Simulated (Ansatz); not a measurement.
# B2SbI3: the cost of one run

Method: DFT PBE, scalar-relativistic, plane waves, PAW, in Ansatz 0.2.0.

1 further run of the same task is left out (it didn't finish).

**1. The structure to begin with**

The structure is trigonal, space group R-3m (No. 166). The conventional cell has a = 6.398 Å, b = 6.398 Å, c = 15.174 Å, α = 90.00°, β = 90.00°, γ = 120.00°. Around B (site symmetry 3m) lie 9 I at 3.65 to 3.72 Å and 3 Sb at 3.75 Å and 4 B at 3.81 to 3.90 Å. Around Sb (site symmetry -3m) lie 6 I at 3.13 Å and 6 B at 3.75 Å. I (site symmetry 2/m) is surrounded by 2 Sb at 3.13 Å and 4 I at 3.20 Å.

Coordinates:

```
B Sb I
1.0
     3.19888    1.84687    5.05784
    -3.19888    1.84687    5.05784
     0.00000   -3.69375    5.05784
B Sb I
2 1 3
Direct
  0.62547 0.62547 0.62547
  0.37453 0.37453 0.37453
  0.00000 0.00000 0.00000
  0.00000 0.50000 0.00000
  0.50000 0.00000 0.00000
  0.00000 0.00000 0.50000
```

Recipe of the guess: species swapped into a database cell of Ta2MnV3 (R-3m, No. 166), with B on the Ta sites, Sb on the Mn sites and I on the V sites. Its size is a rough estimate.

**2. The guess as it stands, on a coarse mesh**

File input.yaml:

```yaml
crystal:
  lattice:
    - [3.19888087, 1.84687473, 5.05784098]
    - [-3.19888087, 1.84687473, 5.05784098]
    - [0.0, -3.69374947, 5.05784098]
  atoms:
    - { symbol: B, position: [0.62547439, 0.62547439, 0.62547439] }
    - { symbol: B, position: [0.37452561, 0.37452561, 0.37452561] }
    - { symbol: Sb, position: [0.0, 0.0, 0.0] }
    - { symbol: I, position: [0.0, 0.5, 0.0] }
    - { symbol: I, position: [0.5, 0.0, 0.0] }
    - { symbol: I, position: [0.0, 0.0, 0.5] }
basis:
  ecutwfc: 420
kpoints:
  mp_grid: { grid: [3, 3, 3] }
hamiltonian:
  xc: pbe
scf:
  occupations: { method: gaussian, width: 0.1 }
  lower_state_search: "off"
output:
  forces: true
  stress: true
  eigenvalues: true
```

Started as:

```
> ansatz run input.yaml --threads 1 --pin off --max-ram 2560MiB --backend cpu --events-out ev --progress --plain --runs-dir out
```

**Question.** How long does this run take on 1 thread of Intel Xeon at 2.70GHz, shared host, and how much memory does it need?

About 3.9 s, with a peak of 0.46 GiB.
